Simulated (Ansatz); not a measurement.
# Si16Au: the cost of one run

All numbers below are computed with Ansatz 0.2.0 (DFT LDA, plane waves, PAW, scalar-relativistic, collinear spin).

## 1. The starting structure

The cell holds 17 atoms (AuSi16): a = 7.679 Å, b = 7.679 Å, c = 7.679 Å, α = 60.00°, β = 60.00°, γ = 60.00°.

As a file:

```xyz
17
Lattice="0.0000 5.4300 5.4300 5.4300 0.0000 5.4300 5.4300 5.4300 0.0000" Properties=species:S:1:pos:R:3 pbc="T T T"
Si    0.0000    0.0000    0.0000
Si    1.3575    1.3575    1.3575
Si    2.7150    2.7150    0.0000
Si    4.0725    4.0725    1.3575
Si    2.7150    0.0000    2.7150
Si    4.0725    1.3575    4.0725
Si    5.4300    2.7150    2.7150
Si    6.7875    4.0725    4.0725
Si    0.0000    2.7150    2.7150
Si    1.3575    4.0725    4.0725
Si    2.7150    5.4300    2.7150
Si    4.0725    6.7875    4.0725
Si    2.7150    2.7150    5.4300
Si    4.0725    4.0725    6.7875
Si    5.4300    5.4300    5.4300
Si    6.7875    6.7875    6.7875
Au    2.7392    2.7578    2.7108
```

## 2. Preparing the start

Contents of input.yaml:

```yaml
crystal:
  lattice:
    - [0.0, 5.43, 5.43]
    - [5.43, 0.0, 5.43]
    - [5.43, 5.43, 0.0]
  atoms:
    - { symbol: Si, position: [0.0, 0.0, 0.0] }
    - { symbol: Si, position: [0.125, 0.125, 0.125] }
    - { symbol: Si, position: [0.0, 0.0, 0.5] }
    - { symbol: Si, position: [0.125, 0.125, 0.625] }
    - { symbol: Si, position: [0.0, 0.5, 0.0] }
    - { symbol: Si, position: [0.125, 0.625, 0.125] }
    - { symbol: Si, position: [0.0, 0.5, 0.5] }
    - { symbol: Si, position: [0.125, 0.625, 0.625] }
    - { symbol: Si, position: [0.5, 0.0, 0.0] }
    - { symbol: Si, position: [0.625, 0.125, 0.125] }
    - { symbol: Si, position: [0.5, 0.0, 0.5] }
    - { symbol: Si, position: [0.625, 0.125, 0.625] }
    - { symbol: Si, position: [0.5, 0.5, 0.0] }
    - { symbol: Si, position: [0.625, 0.625, 0.125] }
    - { symbol: Si, position: [0.5, 0.5, 0.5] }
    - { symbol: Si, position: [0.625, 0.625, 0.625] }
    - { symbol: Au, position: [0.251329, 0.2478997, 0.2565529], spin: 1.0 }
magnetization:
  spin_polarized: true
basis:
  ecutwfc: 420.0
kpoints:
  mp_grid: { grid: [2, 2, 2] }
hamiltonian:
  xc: lda
  pseudopotentials: { kind: paw, azcp: { folder: soft_1 } }
scf:
  occupations: { method: fermi_dirac, width: 0.02 }
  lower_state_search: "off"
relax:
  f_tol: 0.08
  max_steps: 25
  adjacent_minimum: "off"
output:
  write_density: true
  write_potential: true
  elf: true
  volumetric_format: npy
```

Launch:

```
$ ansatz run input.yaml --threads 2 --pin off --max-ram 5120MiB --backend cpu --events-out ev --progress --plain --runs-dir out
```

Q: Estimate wall time and peak memory on 2 threads of Intel Xeon Platinum 8259CL at 2.50GHz (Skylake/Cascade Lake), shared host.

About 100 s, with a peak of 0.75 GiB.
